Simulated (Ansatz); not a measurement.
# CoC (CsCl type): how the settings move a single-point run

Aim: see which settings change the result for CoC (CsCl type), by how much, and at what cost.

Method: reference: DFT, PBEsol, all-electron LAPW, scalar-relativistic, in Ansatz 0.2.0.

2 further runs of the same task are left out: 1 that didn't finish, 1 set aside as unsound or not needed.

### 1 The structure to begin with

Symmetry: Pm-3m, No. 221, cubic system. Conventional cell: a = 2.265 Å, b = 2.265 Å, c = 2.265 Å, α = 90.00°, β = 90.00°, γ = 90.00°. Around Co (site symmetry m-3m) lie 8 C at 1.96 Å. C (site symmetry m-3m) is surrounded by 8 Co at 1.96 Å.

Structure file:

```cif
data_structure
_symmetry_space_group_name_H-M 'P 1'
_symmetry_Int_Tables_number 1
_cell_length_a 2.2650
_cell_length_b 2.2650
_cell_length_c 2.2650
_cell_angle_alpha 90.000
_cell_angle_beta 90.000
_cell_angle_gamma 90.000
_cell_volume 11.62
loop_
_atom_site_label
_atom_site_type_symbol
_atom_site_fract_x
_atom_site_fract_y
_atom_site_fract_z
_atom_site_occupancy
Co1 Co 0.00000 0.00000 0.00000 1
C1 C 0.50000 0.50000 0.50000 1
```

### 2 Baseline

File input.yaml:

```yaml
crystal:
  lattice:
    - [2.2649562115, 0.0, 0.0]
    - [0.0, 2.2649562115, 0.0]
    - [0.0, 0.0, 2.2649562115]
  atoms:
    - { symbol: Co, position: [0.0, 0.0, 0.0], spin: 1.7 }
    - { symbol: C, position: [0.5, 0.5, 0.5] }
magnetization:
  spin_polarized: true
kpoints:
  mp_grid: { grid: [14, 14, 14] }
scf:
  occupations: { method: fermi_dirac, width: 0.05 }
hamiltonian:
  xc: pbesol
  pseudopotentials: { kind: all_electron, lapw: { basis_error: 0.001 } }
output:
  forces: true
  stress: true
  eigenvalues: true
  populations: true
```

Started as:

```bash
$ ansatz run input.yaml --threads 1 --pin off --max-ram 3072MiB --backend cpu --events-out ev --progress --plain --runs-dir out
```

### 3 Variant: preconditioner kerker

Changes to input.yaml since step 2:

```diff
@@ -14,2 +14,3 @@
   occupations: { method: fermi_dirac, width: 0.05 }
+  mixing: { preconditioner: kerker }
 hamiltonian:
```

### 4 Variant: xc_grid 2

Changes to input.yaml since step 2:

```diff
@@ -22 +22,3 @@
   populations: true
+basis:
+  xc_grid: 2
```

Q: Predict the outcome of this session. Wanted: for each run, ending; energy change; pressure; abs. moment; force.

As calculated:

```csv
run,ending,energy change,pressure (GPa),abs. moment (μB),force (eV/Å),cycles,time
reference,converged,0,143.1,0.64,0.00,10,37 s
1: preconditioner kerker,converged,0.0 meV/atom,143.1,0.64,0.00,9,35 s
2: xc_grid 2,converged,0.0 meV/atom,143.1,0.64,0.00,10,38 s
```

Residual by cycle in the longest SCF loop of each run; runs are numbered as in the table. The quantity is the density residual dr2, in eV.

```csv
cycle,reference,run 1,run 2
1,0.178,0.178,0.178
2,0.032,0.032,0.032
3,0.489,0.251,0.489
4,1.2e-4,7.9e-5,1.2e-4
5,2.2e-4,2.6e-5,2.2e-4
6,8.0e-7,1.4e-5,8.0e-7
7,3.5e-7,8.5e-7,3.5e-7
8,3.4e-7,2.8e-8,3.4e-7
9,5.4e-10,3.1e-9,5.4e-10
10,5.4e-11,-,5.4e-11
```

What this shows: Of the converged runs whose energies compare with the reference's, none moves it noticeably. The structure is not at rest: the sound run finds 143 GPa, so these are no properties of the relaxed crystal. 
